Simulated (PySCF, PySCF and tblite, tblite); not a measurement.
# CH9AsGeSi: a path driven as pyramidal inversion, and NMR exchange

Aim: the barrier and rate of pyramidal inversion in CH9AsGeSi (`C[As]([SiH3])[GeH3]`), and what it does to NMR lines.

Computed with tblite 0.8.0 (tight binding) and PySCF 2.14.0 (DFT, with response routines of our own); each step states its level. Atoms count from 0 throughout.

## 1. The starting structure

13 atoms, charge 0, multiplicity 1; geometry from: force field or distance geometry start.

Bonds of the start (Å): As1–Ge3 2.40, As1–Si2 2.34, C0–As1 1.97, C0–H4 1.11, C0–H5 1.12, C0–H6 1.11, Ge3–H10 1.56, Ge3–H11 1.55, Ge3–H12 1.55, Si2–H7 1.47, Si2–H8 1.47, Si2–H9 1.47.

## 2. GFN2-xTB relaxation, start minimum

The job: settings as JSON, then the geometry in Å.

```
{"job": {"xc": "GFN2-xTB", "basis": "xTB", "kind": "relax"}, "charge": 0, "multiplicity": 1}
C     -0.622500     1.595200     0.431800
As    -0.062700     0.680400    -1.224100
Si     1.901500    -0.137200    -0.241300
Ge    -1.278300    -1.312300    -0.683800
H     -0.536300     0.927400     1.320200
H     -1.695600     1.908700     0.324100
H     -0.000500     2.501200     0.583600
H      2.860000     0.972800    -0.087400
H      2.473300    -1.178900    -1.106100
H      1.586900    -0.706800     1.080500
H     -1.022600    -1.706800     0.802200
H     -0.810200    -2.476400    -1.595300
H     -2.797400    -1.066900    -0.875400
```

Launch:

```sh
$ OMP_NUM_THREADS=1 python ens_run.py task.json out
```

The driver reads the study from task.json and runs its stages one after another.

The log of the run:

```text
step      E/eV     max force
  0    -346.86592    0.923
  1    -346.91154    0.555
  2    -346.95551    0.549
  3    -346.97375    0.485
  4    -347.00377    0.304
  5    -347.00894    0.248
  6    -347.01721    0.240
  7    -347.02061    0.154
  8    -347.02382    0.194
  9    -347.02599    0.175
 10    -347.02803    0.126
 11    -347.02960    0.125
 12    -347.03102    0.157
 13    -347.03245    0.156
 14    -347.03371    0.117
 15    -347.03455    0.075
 16    -347.03513    0.064
 17    -347.03571    0.089
 18    -347.03648    0.112
 19    -347.03749    0.106
 20    -347.03851    0.083
 21    -347.03930    0.062
 22    -347.03985    0.074
 23    -347.04026    0.056
 24    -347.04061    0.045
 25    -347.04093    0.041
 26    -347.04127    0.067
 27    -347.04168    0.071
 28    -347.04217    0.065
 29    -347.04257    0.054
 30    -347.04278    0.028
 31    -347.04286    0.020
 32    -347.04291    0.025
 33    -347.04296    0.024
 34    -347.04301    0.015
 35    -347.04303    0.012
 36    -347.04305    0.009
 37    -347.04306    0.009
 38    -347.04307    0.008
 39    -347.04307    0.006
 40    -347.04308    0.005
 41    -347.04308    0.005
 42    -347.04308    0.009
 43    -347.04309    0.010
 44    -347.04310    0.011
 45    -347.04311    0.011
 46    -347.04312    0.008
 47    -347.04313    0.009
 48    -347.04314    0.012
 49    -347.04315    0.015
 50    -347.04316    0.012
 51    -347.04317    0.008
 52    -347.04318    0.009
 53    -347.04319    0.007
 54    -347.04319    0.008
 55    -347.04320    0.006
 56    -347.04320    0.006
 57    -347.04320    0.005
 58    -347.04321    0.007
 59    -347.04321    0.008
 60    -347.04322    0.005
 61    -347.04322    0.002
```

Wall time 0.4 s (1 thread of Intel Xeon at 2.60GHz, shared host).

Relaxing gained 0.177 eV and moved the atoms by 0.11 Å on average (rms).

## 3. Relaxed scan, inversion

The job: settings as JSON, then the geometry in Å.

```
{"job": {"xc": "GFN2-xTB", "basis": "xTB", "coordinate": [["t", [3, 0, 2, 1], 0.3333333333333333], ["t", [0, 2, 3, 1], 0.3333333333333333], ["t", [2, 3, 0, 1], 0.3333333333333333]], "kind": "drive"}, "charge": 0, "multiplicity": 1}
C     -0.648826     1.650835     0.453142
As    -0.039949     0.672338    -1.165244
Si     1.946214    -0.139327    -0.246452
Ge    -1.282293    -1.314256    -0.705631
H     -0.579286     1.040580     1.352651
H     -1.685097     1.967340     0.330485
H     -0.039936     2.544364     0.593547
H      2.897904     0.973393    -0.112231
H      2.551984    -1.153715    -1.115222
H      1.788771    -0.728391     1.092149
H     -1.198015    -1.833956     0.714528
H     -0.943225    -2.519246    -1.546511
H     -2.772633    -1.159473    -0.916298
```

The log of the run:

```text
point  coordinate     E/eV
  0     41.400     -346.89887
  1     30.000     -346.53753
  2     17.500     -346.08256
  3      2.900     -345.61275
  4    -18.000     -345.93465
  5    -30.500     -346.45208
  6    -41.400     -346.82671
  7    -49.900     -346.93699
```

Run time: 2.1 s. Hardware: 1 thread of Intel Xeon at 2.60GHz, shared host.

The highest point is number 3, 29.7 kcal/mol above the first.

## 4. Nudged elastic band, leg 1

Changed since step 3:

```diff
@@ -1,2 +1,2 @@
-{"job": {"xc": "GFN2-xTB", "basis": "xTB", "coordinate": [["t", [3, 0, 2, 1], 0.3333333333333333], ["t", [0, 2, 3, 1], 0.3333333333333333], ["t", [2, 3, 0, 1], 0.3333333333333333]], "kind": "drive"}, "charge": 0, "multiplicity": 1}
+{"job": {"xc": "GFN2-xTB", "basis": "xTB", "kind": "neb"}, "charge": 0, "multiplicity": 1}
 C     -0.648826     1.650835     0.453142
```

The log of the run:

```text
image   E - E0 / eV
  0       0.0000
  1      14.6207
  2       1.2653
  3       0.1175
  4       0.0573
  5       0.0203
  6      -0.0000
```

It took 6.7 s on 1 thread of Intel Xeon at 2.60GHz, shared host.

The run did not converge, so its numbers are no properties of the molecule.

## 5. Saddle search, leg 1

The job: settings as JSON, then the geometry in Å.

```
{"job": {"xc": "GFN2-xTB", "basis": "xTB", "kind": "saddle"}, "charge": 0, "multiplicity": 1}
C     -0.702759     1.740726     0.642079
As     0.041834     0.025245    -0.009471
Si     2.306018    -0.156997    -0.004402
Ge    -1.578221    -1.551844    -0.509336
H     -0.823452     1.800248     1.725599
H     -1.676736     1.888320     0.176725
H     -0.033802     2.541401     0.327189
H      2.763408     1.216266    -0.238913
H      2.605893    -1.058648    -1.120535
H      3.045913    -0.667945     1.170262
H     -2.128044    -2.562515     0.500030
H     -1.033631    -2.398446    -1.629442
H     -2.786423    -0.815811    -1.029786
```

The log of the run:

```text
step      E/eV     max force
  0    -345.61275   1.1670
  1    -345.54302   0.1539
  2    -345.54553   0.0467
  3    -345.54609   0.0576
  4    -345.54619   0.1031
  5    -345.54667   0.0181
  6    -345.54710   0.0158
  7    -345.54734   0.0691
  8    -345.54738   0.0093
  9    -345.54769   0.0209
 10    -345.54801   0.0239
 11    -345.54838   0.0163
 12    -345.54870   0.0388
 13    -345.54858   0.0079
 14    -345.54880   0.0145
 15    -345.54901   0.0173
 16    -345.54925   0.0108
 17    -345.54947   0.0239
 18    -345.54970   0.0234
 19    -345.54973   0.0616
 20    -345.54990   0.0122
 21    -345.55007   0.0067
 22    -345.55026   0.0197
 23    -345.55042   0.0286
 24    -345.55045   0.0406
 25    -345.55055   0.0729
 26    -345.55094   0.0114
 27    -345.55100   0.0215
 28    -345.55108   0.0077
 29    -345.55110   0.0159
 30    -345.55108   0.0280
 31    -345.55118   0.0014
lowest wavenumbers (cm-1): -292.9 30.0 47.6 66.6 102.9 138.6
```

Run time: 6.8 s. Hardware: 1 thread of Intel Xeon at 2.60GHz, shared host; peak memory 0.2 GiB.

Point group Cs; 1 imaginary mode, 293i cm⁻¹, carried by As1, C0, Si2. Steps downhill from it reached both ends.

## 6. Shieldings, start: PBE0/pcSseg-1

The job: settings as JSON, then the geometry in Å.

```
{"job": {"kind": "nmr", "xc": "PBE0", "basis": "pcSseg-1", "pop": false}, "charge": 0, "multiplicity": 1}
C     -0.648826     1.650835     0.453142
As    -0.039949     0.672338    -1.165244
Si     1.946214    -0.139327    -0.246452
Ge    -1.282293    -1.314256    -0.705631
H     -0.579286     1.040580     1.352651
H     -1.685097     1.967340     0.330485
H     -0.039936     2.544364     0.593547
H      2.897904     0.973393    -0.112231
H      2.551984    -1.153715    -1.115222
H      1.788771    -0.728391     1.092149
H     -1.198015    -1.833956     0.714528
H     -0.943225    -2.519246    -1.546511
H     -2.772633    -1.159473    -0.916298
```

The log of the run:

```text
coarse grid: 48592 points
cycle   1  E = -4644.6514097991  dE = -1.509e+00  |g| = 1.078e+00  |ddm| = 3.394e+00
cycle   2  E = -4644.6340698075  dE =  1.734e-02  |g| = 9.562e-01  |ddm| = 8.421e-01
cycle   3  E = -4644.7091902732  dE = -7.512e-02  |g| = 1.483e-01  |ddm| = 6.165e-01
cycle   4  E = -4644.7126193029  dE = -3.429e-03  |g| = 4.349e-02  |ddm| = 1.602e-01
cycle   5  E = -4644.7131086520  dE = -4.893e-04  |g| = 6.965e-03  |ddm| = 4.284e-02
cycle   6  E = -4644.7131186513  dE = -9.999e-06  |g| = 1.469e-03  |ddm| = 7.065e-03
final grid: 97600 points
cycle   7  E = -4644.7131250570  dE =  5.227e-08  |g| = 1.669e-03  |ddm| = 3.283e-03
cycle   8  E = -4644.7131247489  dE =  3.081e-07  |g| = 2.072e-03  |ddm| = 3.260e-03
cycle   9  E = -4644.7131256183  dE = -8.694e-07  |g| = 1.631e-04  |ddm| = 1.792e-03
cycle  10  E = -4644.7131256242  dE = -5.935e-09  |g| = 2.288e-05  |ddm| = 1.760e-04
cycle  11  E = -4644.7131256243  dE = -1.173e-10  |g| = 3.600e-06  |ddm| = 2.507e-05
converged SCF energy = -4644.7131256243

GIAO shielding tensors (ppm)
atom      isotropic    diamagn.    paramagn.     s11        s22        s33       span
  0 C      181.793     248.935     -67.142    174.621    177.337    193.422     18.801
  1 As    1889.911    2877.602    -987.691   1708.994   1784.070   2176.667    467.673
  2 Si     420.232     879.743    -459.511    367.887    413.680    479.129    111.242
  3 Ge    1576.979    2755.787   -1178.808   1443.220   1549.031   1738.685    295.465
  4 H       30.642      31.064      -0.422     24.553     28.810     38.562     14.009
  5 H       30.537      29.633       0.904     24.467     27.219     39.924     15.457
  6 H       30.623      29.594       1.029     24.439     26.923     40.507     16.068
  7 H       27.511      28.810      -1.298     23.246     24.799     34.489     11.243
  8 H       27.612      28.839      -1.227     23.614     24.828     34.394     10.779
  9 H       27.720      29.110      -1.390     23.535     26.043     33.582     10.047
 10 H       28.037      29.351      -1.315     21.087     23.320     39.703     18.616
 11 H       27.920      29.038      -1.118     20.987     22.176     40.597     19.609
 12 H       27.848      28.961      -1.113     20.820     22.292     40.432     19.612
```

Wall time 20 s (1 thread of Intel Xeon at 2.60GHz, shared host); peak memory 0.76 GiB.

Key values: HOMO -7.18 eV, LUMO -0.21 eV; dipole 1.07 D.

## 7. Shieldings, saddle of leg 1: PBE0/pcSseg-1

The job: settings as JSON, then the geometry in Å.

```
{"job": {"kind": "nmr", "xc": "PBE0", "basis": "pcSseg-1", "pop": false}, "charge": 0, "multiplicity": 1}
C     -0.700597     1.681419     0.629260
As     0.077483    -0.024166    -0.003972
Si     2.337290    -0.149469     0.086828
Ge    -1.580199    -1.477476    -0.690158
H     -0.454725     1.868008     1.675494
H     -1.783793     1.622014     0.531516
H     -0.343039     2.525923     0.038651
H      3.005060     0.874955    -0.737600
H      2.657850    -1.486901    -0.415118
H      2.865712     0.022166     1.452677
H     -1.678350    -2.781688     0.082175
H     -1.510546    -1.915684    -2.142207
H     -2.892146    -0.759100    -0.507545
```

The log of the run:

```text
coarse grid: 48592 points
cycle   1  E = -4644.6094249345  dE = -1.405e+00  |g| = 1.081e+00  |ddm| = 3.419e+00
cycle   2  E = -4644.5953036722  dE =  1.412e-02  |g| = 9.536e-01  |ddm| = 8.716e-01
cycle   3  E = -4644.6696951573  dE = -7.439e-02  |g| = 1.513e-01  |ddm| = 5.737e-01
cycle   4  E = -4644.6730633967  dE = -3.368e-03  |g| = 4.049e-02  |ddm| = 1.402e-01
cycle   5  E = -4644.6734460165  dE = -3.826e-04  |g| = 7.173e-03  |ddm| = 3.749e-02
cycle   6  E = -4644.6734571750  dE = -1.116e-05  |g| = 1.333e-03  |ddm| = 6.432e-03
cycle   7  E = -4644.6734575221  dE = -3.471e-07  |g| = 3.795e-04  |ddm| = 1.874e-03
final grid: 97600 points
cycle   8  E = -4644.6734309364  dE = -5.837e-09  |g| = 4.621e-04  |ddm| = 1.401e-03
cycle   9  E = -4644.6734309002  dE =  3.622e-08  |g| = 6.075e-04  |ddm| = 1.205e-03
cycle  10  E = -4644.6734310071  dE = -1.069e-07  |g| = 4.735e-05  |ddm| = 6.394e-04
cycle  11  E = -4644.6734310075  dE = -4.029e-10  |g| = 4.707e-06  |ddm| = 4.128e-05
converged SCF energy = -4644.6734310075

GIAO shielding tensors (ppm)
atom      isotropic    diamagn.    paramagn.     s11        s22        s33       span
  0 C      179.246     249.244     -69.998    155.900    184.232    197.607     41.708
  1 As    2027.771    2884.417    -856.647   1538.114   1824.814   2720.384   1182.269
  2 Si     424.964     879.643    -454.679    363.645    434.452    476.794    113.150
  3 Ge    1527.378    2754.615   -1227.237   1404.530   1478.135   1699.469    294.939
  4 H       29.830      30.176      -0.346     23.103     26.969     39.420     16.316
  5 H       30.881      30.792       0.089     23.815     29.205     39.622     15.807
  6 H       29.837      30.180      -0.343     23.112     26.970     39.431     16.319
  7 H       26.703      28.303      -1.600     21.639     24.833     33.638     11.999
  8 H       27.156      28.752      -1.596     23.060     24.930     33.477     10.418
  9 H       26.704      28.310      -1.607     21.647     24.842     33.622     11.976
 10 H       26.755      28.206      -1.451     18.841     21.915     39.510     20.669
 11 H       26.764      28.216      -1.452     18.856     21.940     39.496     20.641
 12 H       27.391      28.940      -1.549     20.417     23.264     38.491     18.074
```

Wall time 20 s (1 thread of Intel Xeon at 2.60GHz, shared host); peak memory 0.77 GiB.

This run: HOMO -5.46 eV, LUMO -0.83 eV; dipole 0.81 D.

## 8. The path in numbers

The job: settings as JSON, then the geometry in Å.

```
{"job": {"smiles": "C[As]([SiH3])[GeH3]", "charge": 0, "mult": 1, "motion": "inversion", "what": "arsenic", "atoms": [1], "drives": [{"terms": [["t", [3, 0, 2, 1], 0.3333333333333333], ["t", [0, 2, 3, 1], 0.3333333333333333], ["t", [2, 3, 0, 1], 0.3333333333333333]], "neg": true, "n": 8}], "study": "path", "level": {"kind": "nmr", "xc": "PBE0", "basis": "pcSseg-1"}, "fields": [250, 270, 500], "first": 2, "seed": 731, "kind": "path"}, "charge": 0, "multiplicity": 1}
C     -0.648826     1.650835     0.453142
As    -0.039949     0.672338    -1.165244
Si     1.946214    -0.139327    -0.246452
Ge    -1.282293    -1.314256    -0.705631
H     -0.579286     1.040580     1.352651
H     -1.685097     1.967340     0.330485
H     -0.039936     2.544364     0.593547
H      2.897904     0.973393    -0.112231
H      2.551984    -1.153715    -1.115222
H      1.788771    -0.728391     1.092149
H     -1.198015    -1.833956     0.714528
H     -0.943225    -2.519246    -1.546511
H     -2.772633    -1.159473    -0.916298
```

The log of the run:

```text
stationary points (kcal/mol above the start)
  n  kind          group   xTB      DFT    lowest mode
  0  minimum      C1       0.00     0.00      70.5
  1  saddle       Cs      34.41    25.62    -292.9
  2  minimum      C1      -0.00     0.00      71.0

GFN2-xTB energies: T/K, barrier G, reaction G (kcal/mol), k forward, k back (1/s)
 150.00    33.52     0.00   4.51e-37   4.58e-37
 200.00    33.56     0.01   8.93e-25   9.04e-25
 250.00    33.63     0.01   2.08e-17   2.11e-17
 298.15    33.73     0.01   1.18e-12   1.19e-12
 350.00    33.85     0.01   5.29e-09   5.35e-09
 400.00    34.00     0.01   2.21e-06   2.23e-06
 500.00    34.34     0.01     0.0102     0.0103

PBE0/pcSseg-1 + D3(BJ) energies: T/K, barrier G, reaction G (kcal/mol), k forward, k back (1/s)
 150.00    24.74     0.01   2.82e-24   2.87e-24
 200.00    24.78     0.01   3.52e-15   3.58e-15
 250.00    24.85     0.01   9.91e-10      1e-09
 298.15    24.94     0.01   3.23e-06   3.27e-06
 350.00    25.07     0.01    0.00161    0.00163
 400.00    25.22     0.01      0.139      0.141
 500.00    25.56     0.01       70.4         71
```

Wall time 59 s (1 thread of Intel Xeon at 2.60GHz, shared host); peak memory 0.77 GiB. This counts the whole study up to here.

Barriers by level (kcal/mol; entropies in cal/(mol K)). Zero-point and thermal terms come from xTB in every row. ΔG‡ leaves symmetry out; the rate counts one path; effective ΔG‡, where given, is the barrier that would give that rate by Eyring's equation alone:

| level | ΔE‡ | with zero-point | ΔH‡ | ΔS‡ | ΔG‡ (298 K) | ΔE of reaction | k at 298 K (1/s) | effective ΔG‡ |
| --- | --- | --- | --- | --- | --- | --- | --- | --- |
| GFN2-xTB | 34.41 | 33.63 | 33.34 | -1.3 | 33.73 | 0.00 | 1.2e-12 | 33.73 |
| PBE0/pcSseg-1 + D3(BJ) | 25.63 | 24.85 | 24.56 | -1.3 | 24.94 | 0.00 | 3.2e-06 | 24.94 |

## 9. Outcome

| quantity | value |
| --- | --- |
| barrier (PBE0/pcSseg-1 + D3(BJ)) | ΔE‡ 25.6, ΔG‡(298 K) 24.9 kcal/mol |
| barrier (GFN2-xTB) | ΔE‡ 34.4 kcal/mol |
| rate at 298 K | 3.2e-06 s⁻¹ |
| end of the path | the start, renumbered or mirrored |
| stages that failed or stayed incomplete | 1 |

What this shows: The barrier is 25.6 kcal/mol at the DFT level (xTB: 34.4); with thermal terms and the count of paths the DFT value gives a rate of 3.2e-06 s⁻¹ at 298 K. An error of 1.4 kcal/mol changes that rate tenfold. No two sites that the motion interchanges differ enough in shielding to show exchange.
